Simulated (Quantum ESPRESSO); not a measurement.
Runs of Quantum ESPRESSO 7.5 on SiTe. It takes space group Pmma (No. 51, orthorhombic). Conventional cell: a = 5.424 Å, b = 3.264 Å, c = 5.718 Å, α = 90.00°, β = 90.00°, γ = 90.00°. Si (site symmetry mm2) has 8 Te at 3.23 to 3.35 Å and 4 Si at 3.26 to 3.54 Å as nearest neighbours. Te (site symmetry mm2) has 8 Si at 3.23 to 3.35 Å and 4 Te at 3.26 to 3.46 Å as nearest neighbours. The cell was built by a generator and needn't be a form met in nature.

```tsv
task	level	potentials or basis	cell	k mesh	form of the LDA correlation	k mesh for the Wannier functions	gap on the mesh (eV)	pressure (GPa)	largest force (eV/Å)
phonons	LDA	GBRV 1.5 LDA	relaxed	2 × 4 × 2, shifted	PZ81	-	none	0.0	-
phonons	revPBE	GBRV 1.5 PBE	relaxed	2 × 4 × 2, shifted	-	-	none	0.0	-
phonons	PBEsol	GBRV 1.5 PBEsol	relaxed	2 × 4 × 2, shifted	-	-	none	0.0	-
phonons	PBEsol	GBRV 1.5 PBEsol	as given	2 × 4 × 2, shifted	-	-	none	-8.7	0.66
phonons	PBE	GBRV 1.5 PBE	relaxed	2 × 4 × 2, shifted	-	-	none	0.0	-
Wannier functions	LDA	GBRV 1.5 LDA	as given	4 × 6 × 4	PZ81	3 × 5 × 3	none	(a)	0.61
phonons	PBEsol	GBRV 1.5 PBEsol	relaxed	2 × 3 × 2	-	-	none	0.0	-
```

Alike in all rows: no spin polarisation; cutoff (eV) 612; smearing fermi-dirac 0.05 eV; the mesh is coarse, so values aren't converged.

Question: Estimate the missing entries.

Answer: (a) -7.1.

Caveats: some runs use coarse meshes; the mesh is thin for the phonons of a metal (some runs); some modes are imaginary (some runs); the cell relaxed to another space group than the one typed (some runs); the potentials were made for another functional, which shifts forces and pressure (some runs); the atoms weren't relaxed first, which shifts the frequencies (some runs); the cell is more than 3 GPa from zero pressure, which shifts response properties (some runs).

A k mesh can miss the band edges, and the runs leave out spin-orbit coupling on Te.

A gap of «none» marks a metal or a gap under the smearing width.

Not every run made on this cell is shown here.
